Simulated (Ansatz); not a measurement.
# GaH₃SZn: one species, many methods

Aim: compute GaH₃SZn with functionals from several rungs and with coupled cluster, and see how far each lands from CCSD(T) at the basis-set limit for the atomisation energy.

The runs use Ansatz 0.2.0, Gaussian basis; functionals in def2-TZVPP, the program's frozen cores in correlated methods.

Plan: LDA (SPW92), PBE-D4, revPBE-D4, BLYP-D4, r2SCAN-D4, B97M-V, PBE0-D4, B3LYP-D4, r2SCANh-D4, r2SCAN0-D4, HSE06-D4, BHLYP-D4, CAM-B3LYP-D4, LC-ωPBE, ωB97X-V, ωB97M-V, B2PLYP, PBE-QIDH; CCSD(T)/def2-SVP; CCSD(T)/def2-TZVPP; MP2/def2-QZVPP; extrapolation to the limit; RPA on PBE.

## 1. The geometry

An earlier PBE0-D4 in a triple-zeta def2 set relaxation fixed the geometry.

SMILES `[ZnH][S][GaH2]`, 6 atoms, charge 0, spin multiplicity 1.

Atoms are counted from 1 here; the program's logs count them from 0.

Bond lengths: Zn1–S2 2.171 Å, Zn1–H4 1.531 Å, S2–Ga3 2.195 Å, Ga3–H5 1.571 Å, Ga3–H6 1.560 Å. Angles: S2–Zn1–H4 179.1°, Zn1–S2–Ga3 94.3°, S2–Ga3–H5 118.2°, S2–Ga3–H6 117.3°, H5–Ga3–H6 124.5°.

## 2. LDA

This LDA is Slater exchange with PW92 correlation.

Input file in.yaml:

```yaml
crystal:
  periodic: [false, false, false]
  atoms:
    - {symbol: Zn, position_ang: [-1.432717, -0.793760, -0.881987]}
    - {symbol: S, position_ang: [-0.345786, -1.242672, 0.942753]}
    - {symbol: Ga, position_ang: [1.037806, 0.448510, 0.731994]}
    - {symbol: H, position_ang: [-2.213348, -0.496401, -2.164522]}
    - {symbol: H, position_ang: [0.877372, 1.389335, -0.516052]}
    - {symbol: H, position_ang: [2.118673, 0.630988, 1.841615]}
basis:
  gaussian: {orbitals: def2-TZVPP}
hamiltonian: {xc: lda}
output: {orbitals: {seedname: orbitals}}
```

Run with:

```
$ ansatz run in.yaml --threads 4 --pin off --events-out ev --progress --plain --max-ram 10444MiB
```

After this run come: PBE-D4 (GGA); revPBE-D4 (GGA); BLYP-D4 (GGA); r2SCAN-D4 (meta-GGA); B97M-V (meta-GGA); B3LYP-D4 (hybrid); r2SCANh-D4 (hybrid); r2SCAN0-D4 (hybrid); HSE06-D4 (hybrid); BHLYP-D4 (hybrid); CAM-B3LYP-D4 (range-separated); LC-ωPBE (range-separated); ωB97X-V (range-separated); ωB97M-V (range-separated); B2PLYP (double hybrid); PBE-QIDH (double hybrid); CCSD(T) in def2-SVP; CCSD(T) in def2-TZVPP; MP2 in def2-QZVPP; RPA on PBE orbitals.

Before running them: what should the planned runs give, taken together? Wanted: atomisation energy, CCSD(T)/CBS; farthest beyond LDA; mean size of error, GGA; mean size of error, meta-GGA; mean size of error, hybrid; mean size of error, range-separated; mean size of error, double hybrid; gap, smallest and largest; T1 diagnostic.

**Answer**, as computed:

| quantity | value |
| --- | --- |
| atomisation energy, CCSD(T)/CBS | 13.588 eV |
| functionals within 0.136 eV (1.0 %) | r2SCAN0-D4, LC-ωPBE, ωB97M-V, PBE-QIDH |
| farthest beyond LDA | BLYP-D4 (-0.712 eV) |
| mean size of error, GGA | 0.498 eV |
| mean size of error, meta-GGA | 0.227 eV |
| mean size of error, hybrid | 0.263 eV |
| mean size of error, range-separated | 0.137 eV |
| mean size of error, double hybrid | 0.231 eV |
| gap, smallest and largest | 4.16 eV (BLYP-D4), 10.76 eV (LC-ωPBE) |
| T1 diagnostic | 0.0154 |
| triples share of the correlation energy | 3.7 % |

The LDA atomisation energy is off by 1.824 eV (13 %): it overbinds. PBE-D4 is off by -0.228 eV. Double hybrids carry the basis error of their MP2 part in triple zeta, and no dispersion term here, so their miss is partly the set-up's. By mean error the best rung here is range-separated (0.137 eV) and the worst beyond LDA is GGA (0.498 eV). Misses under about 0.136 eV are within the doubt on the reference itself, which lacks core-valence correlation, relativity and higher excitations, and its outer-core shells are covered unevenly. Hartree-Fock recovers 72 % of the binding; the rest is correlation. CCSD(T) in def2-SVP is off by -1.072 eV, more than most functionals: a good method in a small basis is no reference. Orbital gaps span 4.2 to 10.8 eV; exact exchange widens them. For Zn the d shell is correlated and the shells below it are frozen. Correlated methods include outer-core shells of Ga, which these sets cover unevenly.
